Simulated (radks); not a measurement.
**Ionising gold step by step, Au⁶⁰⁺ to Au⁷⁸⁺**

The task here is to estimate one member of a computed series from the others.

The numbers are computed with radks (a radial shooting solver on a logarithmic mesh, Libxc functionals) version 1 (scalar-relativistic Kohn-Sham, exchange-only LDA, spin-polarised, spherical densities, point nucleus; open shells are filled with parallel spins first), except any that are marked as measured or tabulated.

## Starting point

* element: gold (Z = 79)
* charges: 60 to 78
* first configuration: [Ar] 3d1
* last configuration: 1s1

The outer shells:

Au⁶⁰⁺
```
[Ar] core
3d [↑ ][  ][  ][  ][  ]
```

Au⁷⁸⁺
```
1s [↑ ]
```

The first run:

The run's settings:

```text
Z 79
configuration [Ar] 3d1
relativity scalar-relativistic
functional lda,
spin polarised
nucleus point
c 137.035999084
```

Steps of the session up to this table: Au⁶⁰⁺, [Ar] 3d1.

One of the session's tables, all rows but one given; the rest of the session is left out.

It belongs to the step «Au⁶⁰⁺, [Ar] 3d1». Radial moments (bohr):

```
  level      <r>  outermost maximum (interpolated)  90 % within  nodes
  2p up  0.06368                            0.0496        0.104      0
2p down  0.06366                            0.0496        0.104      0
  3s up   0.1731                             0.163        0.252      2
3s down   0.1732                             0.163        0.252      2
  3p up   0.1716                             0.161        0.255      1
3p down        ?                                 ?            ?      ?
  3d up   0.1522                             0.128        0.232      0
3d down   0.1523                             0.129        0.232      0
```

**Question.** Estimate the row for 3p down.

**Answer.** <r>: 0.1717; outermost maximum (interpolated): 0.161; 90 % within: 0.255; nodes: 1. In the column «<r>» it lies between 3p up (0.1716) and 3s up (0.1731).

Limits of these values: Open shells are spherical and high-spin; term and fine-structure splittings are not resolved.
